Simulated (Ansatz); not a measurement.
# CH₅O₂Sc: how energies converge with the basis set

One table from this session's results is given with a row withheld; the runs are named, their logs left out.

Computed with Ansatz 0.2.0, Gaussian basis. Level: one geometry, several basis sets.

Plan: PBE0-D4/def2-SVP; ωB97M-V/def2-SVP; PBE0-D4/def2-QZVPP; ωB97M-V/def2-QZVPP; the functionals' def2-TZVPP values are taken from earlier runs.

## The relaxed structure

The geometry comes from an earlier relaxation with PBE0-D4 in a triple-zeta def2 set; it is a stationary point, not always the lowest conformer.

SMILES `[CH3][Sc]([OH])[OH]`, 9 atoms, charge 0, spin multiplicity 1.

Atoms are counted from 1 here; the program's logs count them from 0.

Bond lengths: C1–Sc2 2.201 Å, C1–H5 1.097 Å, C1–H6 1.100 Å, C1–H7 1.096 Å, Sc2–O3 1.866 Å, Sc2–O4 1.867 Å, O3–H8 0.952 Å, O4–H9 0.952 Å. Angles: Sc2–C1–H5 112.4°, Sc2–C1–H6 110.6°, Sc2–C1–H7 113.3°, H5–C1–H6 106.0°, H5–C1–H7 107.6°, H6–C1–H7 106.5°, C1–Sc2–O3 116.0°, C1–Sc2–O4 116.6°, O3–Sc2–O4 127.3°, Sc2–O3–H8 169.8°, Sc2–O4–H9 169.8°.

Set-up of the first run:

Input file in.yaml:

```yaml
crystal:
  periodic: [false, false, false]
  atoms:
    - {symbol: C, position_ang: [-0.084117, 1.008717, -1.211997]}
    - {symbol: Sc, position_ang: [0.013092, -0.406981, 0.470187]}
    - {symbol: O, position_ang: [1.349958, -1.705430, 0.370995]}
    - {symbol: O, position_ang: [-1.221152, -0.156161, 1.848011]}
    - {symbol: H, position_ang: [0.104148, 0.524550, -2.178526]}
    - {symbol: H, position_ang: [0.687000, 1.785681, -1.107748]}
    - {symbol: H, position_ang: [-1.045305, 1.530667, -1.283988]}
    - {symbol: H, position_ang: [1.971704, -2.419672, 0.470739]}
    - {symbol: H, position_ang: [-1.775309, -0.161370, 2.622327]}
basis:
  gaussian: {orbitals: def2-SVP}
hamiltonian: {xc: pbe0, dispersion: d4}
output: {orbitals: {seedname: orbitals}}
```

The run is started by

```bash
> ansatz run in.yaml --threads 4 --pin off --events-out ev --progress --plain --max-ram 10444MiB
```

Among the steps run: PBE0-D4 in def2-SVP; ωB97M-V in def2-SVP; PBE0-D4 in def2-QZVPP; ωB97M-V in def2-QZVPP.

One table of the session follows, with a row left open; its other results are not shown here.

It belongs to the step «Density functionals: the series». 

```
functional       basis  HOMO (eV)  LUMO (eV)
   PBE0-D4    def2-SVP      -6.41      -1.27
   PBE0-D4  def2-TZVPP      -6.62      -1.51
   PBE0-D4  def2-QZVPP      -6.64      -1.52
   ωB97M-V    def2-SVP      -8.71       0.12
   ωB97M-V  def2-TZVPP          ?          ?
   ωB97M-V  def2-QZVPP      -8.96      -0.14
```

**Question.** Estimate the row for ωB97M-V, def2-TZVPP.

**Answer.** HOMO (eV): -8.94; LUMO (eV): -0.04. In the column «HOMO (eV)» it lies between ωB97M-V, def2-QZVPP (-8.96) and ωB97M-V, def2-SVP (-8.71).
